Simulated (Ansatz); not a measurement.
# InSe: the cost of one run

Method: DFT PBE+D3(BJ), scalar-relativistic, plane waves, PAW, in Ansatz 0.2.0.

6 further runs of the same task are left out: 4 that didn't finish, 2 set aside as unsound or not needed.

### Step 1. The starting structure

It takes space group P6_3/mmc (No. 194, hexagonal). Conventional cell: a = 4.032 Å, b = 4.032 Å, c = 16.762 Å, α = 90.00°, β = 90.00°, γ = 120.00°. Around In (site symmetry 3m) lie 3 Se at 2.66 Å and 1 In at 2.79 Å. Around Se (site symmetry 3m) lie 3 In at 2.66 Å.

Structure file:

```cif
data_structure
_symmetry_space_group_name_H-M 'P 1'
_symmetry_Int_Tables_number 1
_cell_length_a 4.0318
_cell_length_b 4.0318
_cell_length_c 16.7624
_cell_angle_alpha 90.000
_cell_angle_beta 90.000
_cell_angle_gamma 120.000
_cell_volume 235.97
loop_
_atom_site_label
_atom_site_type_symbol
_atom_site_fract_x
_atom_site_fract_y
_atom_site_fract_z
_atom_site_occupancy
In1 In 0.33333 0.66667 0.16666 1
In2 In 0.66667 0.33333 0.66666 1
In3 In 0.33333 0.66667 0.33334 1
In4 In 0.66667 0.33333 0.83334 1
Se1 Se 0.33333 0.66667 0.58987 1
Se2 Se 0.66667 0.33333 0.08987 1
Se3 Se 0.33333 0.66667 0.91013 1
Se4 Se 0.66667 0.33333 0.41013 1
```

This cell was relaxed beforehand with the same method: volume 29.50 Å³/atom, gap on the mesh 0.37 eV.

### Step 2. The reference cell

Reference values: F = -44274.1524 eV; pressure 0.00 GPa; largest force 0.002 eV/Å; gap on the mesh 0.37 eV. It was computed beforehand with the settings of the runs below.

### Step 3. Harmonic modes of this cell

The input, input.yaml:

```yaml
crystal:
  lattice:
    - [4.0317714842, 0.0, 0.0]
    - [-2.0158857421, 3.4916165276, 0.0]
    - [0.0, 0.0, 16.7623716544]
  atoms:
    - { symbol: In, position: [0.3333333333, 0.6666666667, 0.1666581945] }
    - { symbol: In, position: [0.6666666667, 0.3333333333, 0.6666581945] }
    - { symbol: In, position: [0.3333333333, 0.6666666667, 0.3333418055] }
    - { symbol: In, position: [0.6666666667, 0.3333333333, 0.8333418055] }
    - { symbol: Se, position: [0.3333333333, 0.6666666667, 0.5898711336] }
    - { symbol: Se, position: [0.6666666667, 0.3333333333, 0.0898711336] }
    - { symbol: Se, position: [0.3333333333, 0.6666666667, 0.9101288664] }
    - { symbol: Se, position: [0.6666666667, 0.3333333333, 0.4101288664] }
basis:
  ecutwfc: 420
kpoints:
  mp_grid: { grid: [12, 12, 2] }
hamiltonian:
  xc: pbe
  dispersion: d3bj
scf:
  occupations: { method: gaussian, width: 0.03 }
output:
  eigenvalues: true
phonons:
  method: fd
  supercell: [1, 1, 1]
  amplitude: 0.02
  eigenvectors: true
  dielectric: false
```

The run is started by

```
> ansatz run input.yaml --threads 2 --pin off --max-ram 5120MiB --backend cpu --events-out ev --progress --plain --runs-dir out
```

**Question.** How long does this run take on 2 threads of Intel Xeon Platinum 8488C (Sapphire Rapids), shared host, and how much memory does it need?

About 2.5 min, with a peak of 1.4 GiB.
